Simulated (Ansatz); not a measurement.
Predict the output of the script below (Ansatz 0.2.0 through its Python package).

Input file `ch3brge.xyz`:
```text
6

C    -0.42160    0.37760   -0.28630
Ge    0.22650   -0.39620    1.32140
Br    1.97000   -1.79700    0.75980
H     0.40510    1.02100   -0.79530
H    -1.31310    1.08570   -0.05690
H    -0.82480   -0.35510   -0.98890
```

`cas_ch3brge.py`
```python
"""Static correlation in CH3BrGe: natural occupations of an active space."""

import ansatz as az


def main() -> None:
    ch3brge = az.Crystal.molecule_from_extxyz("ch3brge.xyz")

    job = (
        ch3brge.calculation()
        .basis(gaussian="def2-SVP")
        .correlation(active_electrons=2, active_orbitals=2)
    )
    for method in ["sc_nevpt2"]:
        summary = (job if method is None else job.correlation(method)).run(threads=1, pin="off").report
        space = summary["configurations"]
        state = space["states"][0]
        print(method or "casscf", f"total {summary['free_energy_ev'] / 27.211386246:.6f} Ha, active-space state {state['energy']['hartree']:.6f} Ha, mean field {summary['reference_energy_ev'] / 27.211386246:.6f} Ha")
        print("  determinants", state["n_determinants"], " natural occupations", [round(n, 3) for n in space["natural_occupations"]])


if __name__ == "__main__":
    main()
```

```console
$ python cas_ch3brge.py
sc_nevpt2 total -4687.392745 Ha, active-space state -4686.825446 Ha, mean field -4686.808133 Ha
  determinants 4  natural occupations [1.931, 0.069]
```

Caveats:
- Total energies depend on the basis set; only differences at equal settings carry meaning.
- The geometry is a force-field or estimated start, not a minimum of this method, and the basis set is short of its limit. The active space starts as a window about the frontier orbitals and is then optimised, not chosen by chemistry.
- Hardware and time: 6.3 s on 1 thread of AMD EPYC 9B14 (Zen 4), with other jobs on the host, peak memory 0.31 GiB.
